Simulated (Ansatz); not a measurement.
Crystal: Ba2Tl5V3O12.

```xyz
22
Lattice="4.2370 2.4462 6.1284 -4.2370 2.4462 6.1284 0.0000 -4.8924 6.1284" Properties=species:S:1:pos:R:3 pbc="T T T"
Ba    0.0000    0.0000    9.1926
Ba    0.0000    0.0000    0.0000
V     0.0000    2.4462    6.1284
V    -2.1185   -1.2231    6.1284
V     2.1185   -1.2231    6.1284
Tl    0.0000   -2.4462    3.0642
Tl    2.1185    1.2231    3.0642
Tl   -2.1185    1.2231    3.0642
Tl    0.0000    0.0000   13.6133
Tl    0.0000    0.0000    4.7719
O     2.6932   -0.0671    7.4143
O    -1.2885    2.3659    7.4143
O    -1.4047   -2.2988    7.4143
O    -1.4047    2.2988   10.9708
O     2.6932    0.0671   10.9708
O    -1.2884   -2.3659   10.9708
O    -2.6932    0.0671   10.9708
O     1.2884   -2.3659   10.9708
O     1.4047    2.2988   10.9708
O     1.4047   -2.2988    7.4143
O    -2.6932   -0.0671    7.4143
O     1.2885    2.3659    7.4143
```

The cell was built by a generator and needn't be a form met in nature.

* Program: Ansatz 0.2.0
* Task: relaxation of cell and atoms
* Functional: BLYP
* Potentials or basis: Ansatz PAW
* Cutoff: 420 eV (not typed: the program's choice for these potentials)
* k mesh: 3 × 3 × 3
* Occupations: fermi-dirac, width 0.05 eV
* Spin: collinear spin, ferromagnetic start
* Starting moments: [0.0, 0.0, 2.0, 2.0, 2.0, 0.0, 0.0, 0.0, 0.0, 0.0, 0.0, 0.0, 0.0, 0.0, 0.0, 0.0, 0.0, 0.0, 0.0, 0.0, 0.0, 0.0] μB

At the start: volume 17.32 Å³/atom.

Problem. How do energy, volume and symmetry change on relaxing?

Solution. It ends after 13 steps and the volume is 18.67 Å³/atom (+7.7 %); space group R-3m (No. 166, to 0.05 Å); moment 0.00 μB per cell.

Step by step:
```csv
step,energy change (eV),largest force (eV/Å),volume (Å³)
1,0.0000,0.2137,381.11
2,-0.0284,0.1200,416.25
3,-0.1757,0.0565,404.38
4,-0.1960,0.0550,404.73
5,-0.1937,0.1874,406.05
6,-0.2076,0.0571,405.84
7,-0.2086,0.0059,405.90
8,-0.3108,0.0055,405.90
9,-0.3016,0.0272,411.05
10,-0.3040,0.0075,410.39
11,-0.3184,0.0078,410.39
12,-0.3178,0.0003,410.63
13,-0.3182,0.0003,410.63
```

Final structure:
```
Ba V Tl O
1.0
     4.30423    2.48505    6.39845
    -4.30423    2.48505    6.39845
     0.00000   -4.97009    6.39845
Ba V Tl O
2 3 5 12
Direct
  0.50000 0.50000 0.50000
  0.00000 0.00000 0.00000
  0.50000 0.50000 0.00000
  0.00000 0.50000 0.50000
  0.50000 0.00000 0.50000
  0.00000 0.00000 0.50000
  0.50000 0.00000 0.00000
  0.00000 0.50000 0.00000
  0.74284 0.74284 0.74284
  0.25716 0.25716 0.25716
  0.71035 0.07961 0.41138
  0.41138 0.71035 0.07961
  0.07961 0.41138 0.71035
  0.58862 0.92039 0.28965
  0.92039 0.28965 0.58862
  0.28965 0.58862 0.92039
  0.28965 0.92039 0.58862
  0.58862 0.28965 0.92039
  0.92039 0.58862 0.28965
  0.41138 0.07961 0.71035
  0.07961 0.71035 0.41138
  0.71035 0.41138 0.07961
```

Caveat: the plane-wave basis is chosen anew once the cell has moved, so the energies of steps on either side of that aren't comparable; the pressure holds a Pulay correction of +0.5 GPa for the finite cutoff; the PAW data sets come from PBE, with cores solved anew for the run's functional, which leaves a small shift of forces and pressure; the starting moments weren't kept.
